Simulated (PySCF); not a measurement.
# Cl3H2NTi (Ti(NH2)Cl3): the cost of one run

Computed with PySCF 2.14.0, with density-fitted response routines of our own, on a single molecule in the gas phase. Atoms count from 0, in the outputs and in this text.

### Step 1. The starting structure

7 atoms, charge 0, multiplicity 1; geometry from: GFN2-xTB. The atoms were then displaced at random by about 0.03 Å, so the start is not that level's minimum.

Bonds of the start (Å): Ti0–N1 1.80, Ti0–Cl4 2.08, Ti0–Cl5 2.25, Ti0–Cl6 2.10, N1–H2 0.98, N1–H3 0.94.

### Step 2. Optimising the geometry at PBE0-D3(BJ)/def2-SVP

What the job is given:

```
{"job": {"xc": "PBE0", "basis": "def2-SVP", "d3": "d3bj", "grid": 1, "maxiter": 40, "shake": 0.03, "kind": "geom"}, "charge": 0, "multiplicity": 1}
Ti     0.066270    -0.074130    -0.593500
N     -0.008450    -0.003790     1.202120
H      0.701390    -0.327750     1.788080
H     -0.660740     0.334280     1.792130
Cl     1.972410    -0.034010    -1.432170
Cl    -1.023560     1.713260    -1.405760
Cl    -0.955460    -1.709870    -1.419460
```

Command:

```
> OMP_NUM_THREADS=1 python probes_run.py task.json out
```

The driver reads the jobs from task.json and runs them one after another.

**Question.** How long does this first job take on 1 thread of AMD EPYC, shared host, and how much memory does it need?

About 6.1 min, with a peak of 0.43 GiB.
